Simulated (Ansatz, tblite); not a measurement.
# The cluster Si2Au4−: rung by rung

How do method and basis change the picture of the cluster Si2Au4− (doublet)?

Method: as each input shows; program: Ansatz 0.2.0, Gaussian basis.

Plan: GFN1-xTB, GFN2-xTB, PBE-D4/def2-TZVPD, r2SCAN-D4/def2-TZVPD, r2SCAN0-D4/def2-TZVPD, HF/def2-TZVPD, MP2/def2-TZVPD, RPA/def2-TZVPD.

7 further runs of the same task are left out: 3 that didn't finish, 4 set aside as unsound or not needed. Runs told in other sessions of the task aren't counted.

## (1) The structure

The doublet was relaxed beforehand with r2SCAN-D4/def2-SVPD. At that level it is the lowest of the isomers that a small search found.

6 atoms, charge -1, spin multiplicity 2.

Bond lengths: Au1–Au3 2.599 Å, Au1–Si5 2.295 Å, Au2–Si5 2.326 Å, Au4–Si5 2.494 Å, Au4–Si6 2.418 Å, Si5–Si6 2.334 Å. Angles: Au3–Au1–Si5 177.8°, Si5–Au4–Si6 56.7°, Au1–Si5–Au2 110.0°, Au1–Si5–Au4 117.8°, Au1–Si5–Si6 140.6°, Au2–Si5–Au4 98.3°, Au2–Si5–Si6 109.2°, Au4–Si5–Si6 60.0°, Au4–Si6–Si5 63.3°.

Au takes a core potential in the def2 sets. No spin-orbit coupling is included. The ion is computed in the gas phase, without counter-ions or solvent.

PBE0-D4/def2-TZVPD was run before; its log isn't repeated, and its numbers join the tables.

## (2) GFN1-xTB

Tight binding, by tblite at 300 K electronic temperature and without a spin-polarisation term:

```python
tblite.interface.Calculator('GFN1-xTB', numbers, positions, charge=-1, uhf=1).singlepoint()
```

Energy -534.2165 eV; 0.029 s.

## (3) GFN2-xTB

Tight binding, by tblite at 300 K electronic temperature and without a spin-polarisation term:

```python
tblite.interface.Calculator('GFN2-xTB', numbers, positions, charge=-1, uhf=1).singlepoint()
```

Energy -517.2091 eV; 0.011 s.

## (4) PBE-D4/def2-TZVPD

start.molden holds the orbitals of an earlier run on this state, given as this run's starting guess.

Input file in.yaml:

```yaml
crystal:
  periodic: [false, false, false]
  atoms:
    - {symbol: Au, position_ang: [-0.938427, -1.449577, -0.291932]}
    - {symbol: Au, position_ang: [-0.204985, 1.985785, -1.701447]}
    - {symbol: Au, position_ang: [-1.919523, -3.816102, -0.728252]}
    - {symbol: Au, position_ang: [2.387766, 0.788321, 0.569089]}
    - {symbol: Si, position_ang: [-0.069231, 0.621388, 0.178003]}
    - {symbol: Si, position_ang: [0.744389, 1.870195, 1.974540]}
basis:
  gaussian: {orbitals: def2-TZVPD, initial_orbitals: start.molden}
total_charge: -1
magnetization: {spin_polarized: true, initial_magnetization: 1}
hamiltonian: {xc: pbe, dispersion: d4}
scf: {omitted_lower_state_checks: [starts]}
output: {forces: true, orbitals: {seedname: orbitals}}
```

Launch:

```bash
$ ansatz run in.yaml --threads 4 --pin off --events-out ev --progress --plain --max-ram 4787MiB
```

The runs that follow: r2SCAN-D4/def2-TZVPD; r2SCAN0-D4/def2-TZVPD; HF/def2-TZVPD; MP2/def2-TZVPD; RPA/def2-TZVPD.

Before running them: what should the planned runs give, taken together? Wanted: gap in def2-TZVPD, named functionals and Hartree-Fock, smallest and largest; correlation energy, MP2/def2-TZVPD; ⟨S²⟩ in def2-TZVPD, named functionals and Hartree-Fock, smallest and largest.

The runs gave:

| quantity | value |
| --- | --- |
| gap in def2-TZVPD, named functionals and Hartree-Fock, smallest and largest | 0.79 eV (PBE-D4), 5.91 eV (HF) |
| correlation energy, MP2/def2-TZVPD | -56.47 eV |
| ⟨S²⟩ in def2-TZVPD, named functionals and Hartree-Fock, smallest and largest | 0.757, 0.879 |

**Reading.** Over the named functionals and Hartree-Fock in def2-TZVPD the gap runs from 0.79 eV (PBE-D4) to 5.91 eV (HF); exact exchange widens it. Over the named functionals and Hartree-Fock in def2-TZVPD spin contamination reaches 0.13 (HF).
